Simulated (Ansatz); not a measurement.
# Cl2GeH4Si: one species, many methods

One table from this session's results is given with a row withheld; the runs are named, their logs left out.

The runs use Ansatz 0.2.0, Gaussian basis; functionals in def2-TZVPP, the program's frozen cores in correlated methods.

The runs, in order: LDA (SPW92), PBE-D4, revPBE-D4, BLYP-D4, r2SCAN-D4, B97M-V, PBE0-D4, B3LYP-D4, r2SCANh-D4, r2SCAN0-D4, HSE06-D4, BHLYP-D4, CAM-B3LYP-D4, LC-ωPBE, ωB97X-V, ωB97M-V, B2PLYP, PBE-QIDH; CCSD(T)/def2-SVP; CCSD(T)/def2-TZVPP; MP2/def2-QZVPP; extrapolation to the limit; RPA on PBE.

**Structure used throughout**

All runs share one geometry, relaxed beforehand with PBE0-D4 in a triple-zeta def2 set.

SMILES `Cl[SiH](Cl)[GeH3]`, 8 atoms, charge 0, spin multiplicity 1.

Atoms are counted from 1 here; the program's logs count them from 0.

Bond lengths: Cl1–Si2 2.052 Å, Si2–Cl3 2.052 Å, Si2–Ge4 2.375 Å, Si2–H5 1.480 Å, Ge4–H6 1.536 Å, Ge4–H7 1.534 Å, Ge4–H8 1.536 Å. Angles: Cl1–Si2–Cl3 109.1°, Cl1–Si2–Ge4 109.3°, Cl1–Si2–H5 107.2°, Cl3–Si2–Ge4 109.3°, Cl3–Si2–H5 107.2°, Ge4–Si2–H5 114.7°, Si2–Ge4–H6 109.6°, Si2–Ge4–H7 108.8°, Si2–Ge4–H8 109.6°, H6–Ge4–H7 109.7°, H6–Ge4–H8 109.5°, H7–Ge4–H8 109.7°.

The first run:

The input, in.yaml:

```yaml
crystal:
  periodic: [false, false, false]
  atoms:
    - {symbol: Cl, position_ang: [1.525166, -1.984432, 0.818375]}
    - {symbol: Si, position_ang: [1.094980, -0.039675, 0.326058]}
    - {symbol: Cl, position_ang: [2.242578, 0.517010, -1.281073]}
    - {symbol: Ge, position_ang: [-1.201931, 0.135106, -0.252902]}
    - {symbol: H, position_ang: [1.509205, 0.802434, 1.470983]}
    - {symbol: H, position_ang: [-1.526794, 1.586463, -0.635409]}
    - {symbol: H, position_ang: [-1.482189, -0.788817, -1.444893]}
    - {symbol: H, position_ang: [-2.068816, -0.285189, 0.942960]}
basis:
  gaussian: {orbitals: def2-TZVPP}
hamiltonian: {xc: lda}
output: {orbitals: {seedname: orbitals}}
```

Command:

```sh
> ansatz run in.yaml --threads 4 --pin off --events-out ev --progress --plain --max-ram 10444MiB
```

Among the steps run: LDA; PBE-D4 (GGA); revPBE-D4 (GGA); BLYP-D4 (GGA); r2SCAN-D4 (meta-GGA); B97M-V (meta-GGA); PBE0-D4 (hybrid); B3LYP-D4 (hybrid); r2SCANh-D4 (hybrid); r2SCAN0-D4 (hybrid); HSE06-D4 (hybrid); BHLYP-D4 (hybrid); CAM-B3LYP-D4 (range-separated); LC-ωPBE (range-separated); ωB97X-V (range-separated); ωB97M-V (range-separated); B2PLYP (double hybrid); PBE-QIDH (double hybrid).

One table of the session follows, with a row left open; its other results are not shown here.

It belongs to the step «Frontier levels by functional». 

| functional | HOMO (eV) | gap (eV) |
| --- | --- | --- |
| LDA (SPW92) | -7.13 | 5.65 |
| PBE-D4 | -7.03 | 5.78 |
| revPBE-D4 | -6.99 | 5.84 |
| BLYP-D4 | -6.90 | 5.81 |
| r2SCAN-D4 | -7.33 | 6.36 |
| B97M-V | -7.44 | 6.39 |
| PBE0-D4 | -8.21 | 7.82 |
| B3LYP-D4 | -8.00 | 7.44 |
| r2SCANh-D4 | -7.76 | 7.08 |
| r2SCAN0-D4 | -8.40 | 8.16 |
| HSE06-D4 | -7.82 | 7.05 |
| BHLYP-D4 | -9.28 | 9.86 |
| CAM-B3LYP-D4 | -9.48 | 10.20 |
| LC-ωPBE | -10.78 | 12.61 |
| ωB97X-V | -10.46 | 12.17 |
| ωB97M-V | ? | ? |

Estimate the missing values for ωB97M-V.

**Answer.** HOMO (eV): -10.24; gap (eV): 11.73. In the column «HOMO (eV)» it lies between ωB97X-V (-10.46) and CAM-B3LYP-D4 (-9.48).
